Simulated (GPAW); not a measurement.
Crystal: MoSe.

```
Mo Se
1.0
     0.00000    2.89288    2.89288
     2.89288    0.00000    2.89288
     2.89288    2.89288    0.00000
Mo Se
1 1
Cartesian
  0.0000 0.0000 0.0000
  2.8929 2.8929 2.8929
```

The cell was built by a generator and needn't be a form met in nature.

- Program: GPAW 26.7.0
- Task: relaxation of cell and atoms
- Functional: PBE
- Dispersion: D3(op)
- Potentials or basis: GPAW PAW data sets (gpaw-data 1.2.1)
- Cutoff: 600 eV
- Basis: pw
- k mesh: 8 × 8 × 8
- Occupations: fermi-dirac, width 0.05 eV
- Spin: no spin polarisation

At the start: pressure -23.1 GPa; volume 24.21 Å³/atom.

Q: How do energy, volume and symmetry change on relaxing?

A: Over 5 steps the energy falls by 595.6 meV/atom and the volume is 17.33 Å³/atom (-28.4 %); space group Fm-3m (No. 225, to 0.05 Å).

Step by step:
```tsv
step	energy change (eV)	largest force (eV/Å)	pressure (GPa)	volume (Å³)
1	0.0000	0.0000	-23.09	48.42
2	-0.4932	0.0000	-21.75	44.93
3	-1.1640	0.0000	6.70	33.29
4	-1.1870	0.0000	-2.35	35.19
5	-1.1912	0.0000	-0.13	34.67
```

Final structure:
```
Mo Se
1.0
     0.00000    2.58796    2.58796
     2.58796    0.00000    2.58796
     2.58796    2.58796    0.00000
Mo Se
1 1
Direct
  0.00000 0.00000 0.00000
  0.50000 0.50000 0.50000
```

Caveat: later steps reuse the first step's grids; the volume moved by over 15 % at a fixed basis, so the end points are rough; pairwise dispersion overbinds metals, which lowers pressure and volume.
